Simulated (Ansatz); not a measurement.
# H6N2SSi: rigid scan of one bond length from a Python script

A script is to give a rigid scan of one bond length; the system is H6N2SSi.

Computed with the Python package of Ansatz 0.2.0. Level of theory: PBE/def2-SVP.

## 1. The structure

Bond lengths: N1–Si2 1.608 Å, Si2–N3 1.677 Å, Si2–S4 2.151 Å, N1–H5 1.036 Å, N1–H6 1.073 Å, Si2–H7 1.483 Å, N3–H8 1.068 Å, N3–H9 1.033 Å, S4–H10 1.328 Å. Angles: N1–Si2–N3 95.4°, N1–Si2–S4 109.7°, N1–Si2–H7 114.4°, N3–Si2–S4 109.3°, N3–Si2–H7 113.2°, S4–Si2–H7 113.5°, Si2–N1–H5 109.2°, Si2–N1–H6 111.2°, H5–N1–H6 101.9°, Si2–N3–H8 105.4°, Si2–N3–H9 106.1°, H8–N3–H9 105.8°, Si2–S4–H10 94.5°.

No structure file is read: the coordinates are typed or built in the script.

## 2. The script

File run_scan.py:

```python
import ansatz as az
import matplotlib.pyplot as plt
import numpy as np

BASIS_SET = 'def2-SVP'
FUNCTIONAL = 'pbe'


def main() -> None:
    geometry_ang = [
        ('N', (-1.2268, 0.6427, 0.0199)),
        ('Si', (0.2505, 0.0745, 0.306)),
        ('N', (-0.1617, -1.5404, 0.1166)),
        ('S', (1.5741, 0.6614, -1.2841)),
        ('H', (-1.6722, 0.0747, -0.7238)),
        ('H', (-1.1877, 1.613, -0.4355)),
        ('H', (0.7756, 0.3883, 1.6575)),
        ('H', (0.7483, -2.083, 0.2508)),
        ('H', (-0.755, -1.7818, 0.9268)),
        ('H', (1.738, 1.8993, -0.8314)),
    ]
    system = az.Crystal.molecule()
    for symbol, xyz in geometry_ang:
        system = system.atom(symbol, xyz)

    symbols = [site.symbol for site in system.cartesian_sites]
    start = np.array([site.position_ang for site in system.cartesian_sites])
    axis = (start[9] - start[3]) / np.linalg.norm(start[9] - start[3])
    moving = [9]
    lengths, energies = [1.169, 1.222, 1.275, 1.328, 1.381, 1.434, 1.488, 1.567], []
    for length in lengths:
        xyz = start.copy()
        xyz[moving] += (length - np.linalg.norm(start[9] - start[3])) * axis
        point = az.Crystal.molecule()
        for symbol, place in zip(symbols, xyz):
            point = point.atom(symbol, place.tolist())
        base = point.calculation()
        base = base.basis(gaussian=BASIS_SET).functional(FUNCTIONAL)
        data = base.run(threads=1, backend='cpu').report
        energies.append(data['free_energy_ev'])
        print(f'r = {length:6.3f} A  E = {energies[-1]:.5f} eV  <S^2> = {abs(data["mean_field"]["state"]["spin_squared"]):.3f}')

    fit = np.polynomial.Polynomial.fit(lengths, np.array(energies) - min(energies), 4).convert()
    roots = [r.real for r in fit.deriv().roots() if abs(r.imag) < 1e-9 and fit.deriv(2)(r.real) > 0]
    r_e = min(roots, key=lambda r: abs(r - lengths[int(np.argmin(energies))]))
    print(f'minimum of the fit at {r_e:.4f} A, force constant {fit.deriv(2)(r_e):.2f} eV/A^2')
    plt.figure(figsize=(4.5, 3))
    plt.plot(lengths, np.array(energies) - min(energies), 'o-')
    plt.xlabel('bond length (A)')
    plt.ylabel('E - E(min) (eV)')
    plt.tight_layout()
    plt.savefig('scan.png', dpi=100)


if __name__ == '__main__':
    main()
```

## 3. What the engine is handed

The engine receives this input (first run):

```yaml
crystal:
  periodic: [false, false, false]
  atoms:
    - { symbol: "N", position_ang: [-1.2268, 0.6427, 0.0199] }
    - { symbol: Si, position_ang: [0.2505, 0.0745, 0.306] }
    - { symbol: "N", position_ang: [-0.1617, -1.5404, 0.1166] }
    - { symbol: S, position_ang: [1.5741, 0.6614, -1.2841] }
    - { symbol: H, position_ang: [-1.6722, 0.0747, -0.7238] }
    - { symbol: H, position_ang: [-1.1877, 1.613, -0.4355] }
    - { symbol: H, position_ang: [0.7756, 0.3883, 1.6575] }
    - { symbol: H, position_ang: [0.7483, -2.083, 0.2508] }
    - { symbol: H, position_ang: [-0.755, -1.7818, 0.9268] }
    - { symbol: H, position_ang: [1.71835136658511, 1.750898271480828, -0.885670508523006] }
basis:
  gaussian:
    orbitals: def2-SVP
hamiltonian:
  xc: pbe
```

## 4. Running it

The run is started by

```console
> python run_scan.py
```

Without the output at hand: what should come out? Wanted: range of energy; lowest point, distance.

As calculated:

| quantity | value |
| --- | --- |
| bond length at the fit's minimum | 1.3618 Å |
| runs compared | 8 |
| range of energy | 0.653 eV |
| lowest point, distance (Å) | 1.38 |

The lowest point, at 1.38, lies inside the range. The ends stand 0.653 and 0.365 eV above it. The distance scanned is the script's pair 3, 9. Notes:
- The rest of the molecule is held rigid at a force-field or estimated start geometry, and the basis set is modest; single-reference methods fail as a bond breaks.
- The orbitals are restricted, so S² is zero by construction.
